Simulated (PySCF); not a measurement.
**A diatomic session: SnH**

What are the lowest state that PBE0 finds, the bond length, vibrational wavenumber and bond energy of SnH, and how much do these hang on the method?

Method: Sn def2-SVPD with ECP28, H def2-SVPD, scalar-relativistic core potentials; program: PySCF 2.14.0.

## 1. Set-up

The job is set up so:

- atoms: Sn, H
- charge: 0
- basis: Sn def2-SVPD with ECP28, H def2-SVPD
- Hamiltonian: scalar-relativistic core potentials
- basis functions: 40
- electrons treated: 23
- masses in u: 119.9022, 1.0078
- levels: PBE0, PBE, r²SCAN, TPSSh, BP86, B2PLYP, CAM-B3LYP, HF, MP2, SCS-MP2, CCSD, CCSD(T)
- grid: 80 radial by 434 angular points
- occupations: held fixed by the projection of orbital angular momentum
- dissociation limit: Sn + H, each in its ground configuration
- starting distance in angstrom: 1.670
- values of 2S to try: 1, 3

Command:

```bash
$ OMP_NUM_THREADS=1 python dia.py task.json out
```

After this run come: First curve: PBE0; Higher solutions at PBE0; PBE (GGA); r²SCAN (meta-GGA); TPSSh; BP86 (GGA); B2PLYP; CAM-B3LYP (range-separated hybrid); UHF (mean field); Adding correlation.

What does the calculation give? Wanted: for each run, Re; ωe; De; μ.

The runs gave:

Lowest PBE0 solution found, without spin–orbit coupling: ²Π (doublet), unpaired electrons π ↑. State 2 has its PBE0 minimum 1.89 eV higher. The other levels ran on the lowest alone.

```tsv
level	Re (Å)	ωe (cm⁻¹)	De (eV)	μ (D)
UHF	1.773	1783	1.69	-0.37
UHF-MP2	1.771	1754	2.31	n/a
UHF-SCS-MP2	1.776	1736	2.41	n/a
UHF-CCSD	1.782	1695	2.48	n/a
UHF-CCSD(T)	1.784	1684	2.50	n/a
PBE	1.806	1634	2.62	-0.66
BP86	1.806	1630	2.77	-0.67
r²SCAN	1.786	1697	2.63	-0.55
TPSSh	1.789	1700	2.76	-0.59
PBE0	1.786	1705	2.57	-0.55
CAM-B3LYP	1.780	1727	2.71	-0.56
B2PLYP	1.784	1709	2.60	-0.56
```

De is counted to Sn + H in their ground configurations. A positive dipole means Sn(−)H(+).

Differences from CCSD(T) in the same basis:

```tsv
level	Re (mÅ)	ωe (%)
UHF	-11	+5.9
UHF-MP2	-14	+4.1
UHF-SCS-MP2	-8	+3.1
UHF-CCSD	-2	+0.6
PBE	+22	-3.0
BP86	+22	-3.2
r²SCAN	+2	+0.8
TPSSh	+4	+0.9
PBE0	+2	+1.2
CAM-B3LYP	-5	+2.5
B2PLYP	-1	+1.5
```

Judged by CCSD(T) in the same basis: best bond length B2PLYP (-1 mÅ), worst PBE and BP86 (+22 mÅ); best wavenumber UHF-CCSD (+0.6 %), worst UHF (+5.9 %). Hartree–Fock falls on the short and stiff side, its usual fault. PBE gives a bond that is too long and too soft, as GGAs tend to. CCSD(T) in a basis this small is itself some way from its limit, more so than the functionals. Among the levels with a De in the table, it runs from 1.69 eV (UHF) to 2.77 eV (BP86).

Correlated steps freeze 4 core orbitals. Spin–orbit coupling is left out, which matters for elements this heavy, above all for dissociation energies. B2PLYP dipoles, levels and charges come from its SCF part alone.
